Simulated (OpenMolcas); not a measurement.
# Ir⁴⁺ among point charges: CASSCF and CASPT2 levels and susceptibility

Aim: the splitting of the states of Ir⁴⁺ in the field of 6 point charges, its lowest levels with spin-orbit coupling and its magnetic susceptibility.

Program: OpenMolcas 26.06. Level of theory: state-averaged CASSCF and CASPT2, spin-orbit coupling by RASSI with atomic mean-field integrals. These are calculated values, not measurements, unless marked.

## 1. Starting point

* Species: Ir⁴⁺ (iridium, Z = 77, 73 electrons)
* Basis: ANO-RCC-VDZP [7s6p4d2f], 59 functions
* Scalar Hamiltonian: DKH2, point nucleus
* Inactive shells: 1s 2s 2p 3s 3p 3d 4s 4p 4d 4f 5s 5p
* Active space: 5 electrons in 5 orbitals (5d)
* Some configurations of this space: 5d5
* Orbitals: optimised for each spin and parity, averaged over all roots

The outer shells:

5d5
```
5d [↑ ][↑ ][↑ ][↑ ][↑ ]
```

The ion sits among 6 point charges of -1.7 e arranged as an octahedron (Oh), 1.84 Å from the ion.

Each step is its own input file, run in one work folder so that later steps find the files of earlier ones. Labels, J, g values, rates, χT and fits are worked out afterwards by a script from the matrices that RASSI stores. The input lists half of the charges; inversion (Group=XYZ) makes the rest.

## 2. Basis and integrals

File a.inp:

```
&GATEWAY
Coord
1

Ir 0.0 0.0 0.0
Basis=ANO-RCC-VDZP
Group=XYZ
NoMove
AngMom=0.0 0.0 0.0
AMFI
XField
3 Angstrom 0
1.840000 0.000000 0.000000 -1.700000
0.000000 1.840000 0.000000 -1.700000
0.000000 0.000000 1.840000 -1.700000
&SEWARD
```

Command:

```
$ OMP_NUM_THREADS=1 MOLCAS_MEM=1689 MOLCAS_PROJECT=a pymolcas a.inp > a.log
```

## 3. CASSCF: sextets of even parity, 1 root

File a.inp:

```
&RASSCF
FileOrb=start.orb
Symmetry=1
Spin=6
nActEl=5 0 0
Inactive=15 19
Ras2=5 0
CIRoot=1 1 1
SDav=1
CIMx=300
Iter=120 100
PrWF=0.3
OrbListing=Nothing
MaxOrb=0
>>> COPY $Project.JobIph JOB001
```

start.orb holds the contracted functions of the basis, ordered by shell, or the orbitals of the step before.

## 4. CASSCF: quartets of even parity, 24 roots

File a.inp:

```
&RASSCF
FileOrb=start.orb
Symmetry=1
Spin=4
nActEl=5 0 0
Inactive=15 19
Ras2=5 0
CIRoot=24 24 1
SDav=24
CIMx=300
Iter=120 100
PrWF=0.3
OrbListing=Nothing
MaxOrb=0
>>> COPY $Project.JobIph JOB002
```

## 5. CASSCF: doublets of even parity, 75 roots

File a.inp:

```
&RASSCF
FileOrb=start.orb
Symmetry=1
Spin=2
nActEl=5 0 0
Inactive=15 19
Ras2=5 0
CIRoot=75 75 1
SDav=75
CIMx=300
Iter=120 100
PrWF=0.3
OrbListing=Nothing
MaxOrb=0
>>> COPY $Project.JobIph JOB003
```

## 6. RASSI: spin-orbit coupling between the states

File a.inp:

```
&RASSI
NrOfJobIphs=3 1 24 75
1
1 2 3 4 5 6 7 8 9 10 11 12 13 14 15 16 17 18 19 20 21 22 23 24
1 2 3 4 5 6 7 8 9 10 11 12 13 14 15 16 17 18 19 20 21 22 23 24 25 26 27
28 29 30 31 32 33 34 35 36 37 38 39 40 41 42 43 44 45 46 47 48 49 50 51
52 53 54 55 56 57 58 59 60 61 62 63 64 65 66 67 68 69 70 71 72 73 74 75
IphNames
JOB001
JOB002
JOB003
EJob
SpinOrbit
DIPRint=1.0
SOCoupling=1000.0
Subsets=2
Property=9
'ANGMOM' 1 'ANGMOM' 2 'ANGMOM' 3 'MLTPL  1' 1 'MLTPL  1' 2 'MLTPL  1' 3
'AMFI' 1 'AMFI' 2 'AMFI' 3
SOProperty=3
'ANGMOM' 1 'ANGMOM' 2 'ANGMOM' 3
```

## 7. CASPT2: IPEA 0.25, imaginary shift 0.1 (closed shells correlated: 5s 5p)

File a.inp:

```
>>> COPY JOB001 $Project.JobIph
&CASPT2
Multistate=1 1
Frozen=14 16
IPEA=0.25
Imaginary=0.1
MaxIter=60
WThr=0.0 0.3 0.05
PrWF=0.5
NoMix
>>> COPY JOB002 $Project.JobIph
&CASPT2
Multistate=24 1 2 3 4 5 6 7 8 9 10 11 12 13 14 15 16 17 18 19 20 21 22
23 24
NoMult
Frozen=14 16
IPEA=0.25
Imaginary=0.1
MaxIter=60
WThr=0.0 0.3 0.05
PrWF=0.5
NoMix
>>> COPY JOB003 $Project.JobIph
&CASPT2
Multistate=75 1 2 3 4 5 6 7 8 9 10 11 12 13 14 15 16 17 18 19 20 21 22
23 24 25 26 27 28 29 30 31 32 33 34 35 36 37 38 39 40 41 42 43 44 45 46
47 48 49 50 51 52 53 54 55 56 57 58 59 60 61 62 63 64 65 66 67 68 69 70
71 72 73 74 75
NoMult
Frozen=14 16
IPEA=0.25
Imaginary=0.1
MaxIter=60
WThr=0.0 0.3 0.05
PrWF=0.5
NoMix
```

(Steps that only read results are left out.)

**Question.** What will these runs give? Wanted: spin-free ground state; lowest level; next level.

The runs gave:

| quantity | value |
| --- | --- |
| method | SS-CASPT2, IPEA 0.25, imaginary shift 0.1 (closed shells correlated: 5s 5p) |
| spin-free ground state | 6A1, 1-fold in its orbital part |
| lowest level | 2-fold Γ7, g = 3.03, 3.03, 3.03 |
| next level | 725.7 cm⁻¹ |
| χT at 300 K | 2.42 cm³ K/mol |
| effective moment at 300 K | 4.40 μB |

Cost by method:

| method | time of its own steps | time with the reference |
| --- | --- | --- |
| A. CASSCF | 27 s | 27 s |
| B. SS-CASPT2, IPEA 0.25, imaginary shift 0.1, +5s 5p | 8.9 s | 36 s |

Times are of one thread on a shared host.

What this shows: The spin-free ground state (6A1) comes to 100 % from free-ion S terms and keeps the highest spin of the shell. χT at 300 K is 2.42, against 4.39 cm³ K/mol for the spin alone, so spin-orbit coupling lowers it. An active space of the d shell alone favours high spin; real ions in strong fields can be low spin. A ligand-field fit to the states below 45000 cm-1 gives 10Dq = 12412 cm-1, B = 764 cm-1 and C = 3522 cm-1 (C/B = 4.61), with a deviation of 459 cm-1. CASPT2 does not keep the components of a term degenerate, and the means are used. The field of point charges can differ much from that of real complexes. With metal d orbitals alone active, the gaps between spin states are rough; where two lie within a few thousand cm-1, their order is open. This is an electrostatic model: the charges have no orbitals.
